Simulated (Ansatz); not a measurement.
# C₂H₄BI: how energies converge with the basis set

Aim: see how fast density functionals converge with the basis set for C₂H₄BI.

Computed with Ansatz 0.2.0, Gaussian basis. Level: one geometry, several basis sets.

Levels to be run: PBE0-D4/def2-SVP; ωB97M-V/def2-SVP; PBE0-D4/def2-QZVPP; ωB97M-V/def2-QZVPP; the functionals' def2-TZVPP values are taken from earlier runs.

## (1) The geometry

An earlier PBE0-D4 in a triple-zeta def2 set relaxation fixed the geometry. I takes the def2 core potential; no spin-orbit term is included.

SMILES `C=CBI`, 8 atoms, charge 0, spin multiplicity 1.

Atoms are counted from 1 here; the program's logs count them from 0.

Bond lengths: C1–C2 1.339 Å, C1–H5 1.086 Å, C1–H6 1.086 Å, C2–B3 1.526 Å, C2–H7 1.087 Å, B3–I4 2.121 Å, B3–H8 1.191 Å. Angles: C2–C1–H5 120.9°, C2–C1–H6 122.6°, H5–C1–H6 116.5°, C1–C2–B3 119.6°, C1–C2–H7 118.8°, B3–C2–H7 121.6°, C2–B3–I4 121.0°, C2–B3–H8 122.7°, I4–B3–H8 116.3°.

Geometry (Å):

```xyz
8
C2H4BI
C     0.8340    1.0259    0.2342
C    -0.2764    0.4018   -0.1780
B    -0.3797   -1.1159   -0.0526
I    -2.1180   -2.1503   -0.6903
H     1.6638    0.4675    0.6572
H     0.9588    2.1031    0.1677
H    -1.0856    0.9955   -0.5958
H     0.4952   -1.7849    0.4017
```

## (2) PBE0-D4 in def2-SVP

File in.yaml:

```yaml
crystal:
  periodic: [false, false, false]
  atoms:
    - {symbol: C, position_ang: [0.833982, 1.025900, 0.234223]}
    - {symbol: C, position_ang: [-0.276385, 0.401761, -0.177967]}
    - {symbol: B, position_ang: [-0.379662, -1.115889, -0.052596]}
    - {symbol: I, position_ang: [-2.117978, -2.150255, -0.690288]}
    - {symbol: H, position_ang: [1.663842, 0.467484, 0.657163]}
    - {symbol: H, position_ang: [0.958828, 2.103133, 0.167696]}
    - {symbol: H, position_ang: [-1.085645, 0.995547, -0.595835]}
    - {symbol: H, position_ang: [0.495218, -1.784882, 0.401706]}
basis:
  gaussian: {orbitals: def2-SVP}
hamiltonian: {xc: pbe0, dispersion: d4}
output: {orbitals: {seedname: orbitals}}
```

Run with:

```console
> ansatz run in.yaml --threads 2 --pin off --events-out ev --progress --plain --max-ram 4352MiB
```

After this run come: ωB97M-V in def2-SVP; PBE0-D4 in def2-QZVPP; ωB97M-V in def2-QZVPP.

Q: Predict the results of all the runs planned. Wanted: PBE0-D4: double and triple zeta above quadruple; ωB97M-V: double and triple zeta above quadruple.

The runs gave:

| quantity | value |
| --- | --- |
| PBE0-D4: double and triple zeta above quadruple | 3.48, 0.19 eV |
| ωB97M-V: double and triple zeta above quadruple | 3.69, 0.18 eV |

**Reading.** PBE0-D4 gains 3.29 eV from double to triple zeta, then 0.19 eV more. These are total energies; as a rule much of such shifts cancels in differences, which this series doesn't test.
